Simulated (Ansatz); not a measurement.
# C₃H₈Se: up Jacob's ladder to CCSD(T)

The task here is to estimate one member of a computed series from the others.

Method: functionals in def2-TZVPP, the program's frozen cores in correlated methods; program: Ansatz 0.2.0, Gaussian basis.

Levels to be run: LDA (SPW92), PBE-D4, revPBE-D4, BLYP-D4, r2SCAN-D4, B97M-V, PBE0-D4, B3LYP-D4, r2SCANh-D4, r2SCAN0-D4, HSE06-D4, BHLYP-D4, CAM-B3LYP-D4, LC-ωPBE, ωB97X-V, ωB97M-V, B2PLYP, PBE-QIDH; CCSD(T)/def2-SVP; CCSD(T)/def2-TZVPP; MP2/def2-QZVPP; extrapolation to the limit; RPA on PBE.

## Structure used throughout

An earlier PBE0-D4 in a triple-zeta def2 set relaxation fixed the geometry.

12 atoms, charge 0, spin multiplicity 1.

Atoms are counted from 1 here; the program's logs count them from 0.

Bond lengths: C1–C2 1.514 Å, C1–H5 1.092 Å, C1–H6 1.092 Å, C1–H7 1.093 Å, C2–Se3 1.952 Å, C2–H8 1.092 Å, C2–H9 1.092 Å, Se3–C4 1.940 Å, C4–H10 1.090 Å, C4–H11 1.090 Å, C4–H12 1.089 Å. Angles: C2–C1–H5 111.3°, C2–C1–H6 111.3°, C2–C1–H7 110.4°, H5–C1–H6 108.0°, H5–C1–H7 107.9°, H6–C1–H7 107.9°, C1–C2–Se3 110.2°, C1–C2–H8 111.2°, C1–C2–H9 111.2°, Se3–C2–H8 107.8°, Se3–C2–H9 107.8°, H8–C2–H9 108.5°, C2–Se3–C4 97.1°, Se3–C4–H10 110.4°, Se3–C4–H11 110.4°, Se3–C4–H12 107.1°, H10–C4–H11 110.3°, H10–C4–H12 109.3° and more.

Set-up of the first run:

in.yaml

```yaml
crystal:
  periodic: [false, false, false]
  atoms:
    - {symbol: C, position_ang: [0.584675, 1.766075, -0.836168]}
    - {symbol: C, position_ang: [0.402247, 0.561704, 0.062604]}
    - {symbol: Se, position_ang: [-0.895252, -0.670834, -0.717788]}
    - {symbol: C, position_ang: [-0.823742, -2.011807, 0.682749]}
    - {symbol: H, position_ang: [0.950019, 1.472670, -1.822846]}
    - {symbol: H, position_ang: [-0.355269, 2.305797, -0.971614]}
    - {symbol: H, position_ang: [1.309902, 2.459329, -0.402413]}
    - {symbol: H, position_ang: [1.340791, 0.019370, 0.192093]}
    - {symbol: H, position_ang: [0.032998, 0.855405, 1.047060]}
    - {symbol: H, position_ang: [-1.135774, -1.584053, 1.635007]}
    - {symbol: H, position_ang: [0.181722, -2.423645, 0.763710]}
    - {symbol: H, position_ang: [-1.515317, -2.805116, 0.401506]}
basis:
  gaussian: {orbitals: def2-TZVPP}
hamiltonian: {xc: lda}
output: {orbitals: {seedname: orbitals}}
```

Run with:

```console
$ ansatz run in.yaml --threads 4 --pin off --events-out ev --progress --plain --max-ram 10444MiB
```

Among the steps run: LDA; PBE-D4 (GGA); revPBE-D4 (GGA); BLYP-D4 (GGA); r2SCAN-D4 (meta-GGA); B97M-V (meta-GGA); B3LYP-D4 (hybrid); r2SCANh-D4 (hybrid); r2SCAN0-D4 (hybrid); HSE06-D4 (hybrid); BHLYP-D4 (hybrid); CAM-B3LYP-D4 (range-separated); LC-ωPBE (range-separated); ωB97X-V (range-separated); ωB97M-V (range-separated); B2PLYP (double hybrid); PBE-QIDH (double hybrid).

One of the session's tables, all rows but one given; the rest of the session is left out.

It belongs to the step «Frontier levels by functional». 

```
  functional  HOMO (eV)  LUMO (eV)  gap (eV)
 LDA (SPW92)      -4.93      -0.71      4.23
      PBE-D4      -4.81      -0.51      4.30
   revPBE-D4      -4.76      -0.41      4.35
     BLYP-D4      -4.67      -0.43      4.24
   r2SCAN-D4      -5.04      -0.19      4.85
      B97M-V      -5.15      -0.29      4.86
     PBE0-D4      -5.96       0.39      6.34
    B3LYP-D4      -5.74       0.11      5.85
  r2SCANh-D4      -5.46       0.13      5.59
  r2SCAN0-D4      -6.11       0.59      6.69
    HSE06-D4          ?          ?         ?
    BHLYP-D4      -6.97       1.22      8.19
CAM-B3LYP-D4      -7.27       1.35      8.62
     LC-ωPBE      -8.63       2.59     11.22
     ωB97X-V      -8.29       2.40     10.69
     ωB97M-V      -8.16       2.13     10.30
```

**Question.** Estimate the row for HSE06-D4.

**Answer.** HOMO (eV): -5.56; LUMO (eV): 0.01; gap (eV): 5.57. In the column «HOMO (eV)» it lies between B3LYP-D4 (-5.74) and r2SCANh-D4 (-5.46).
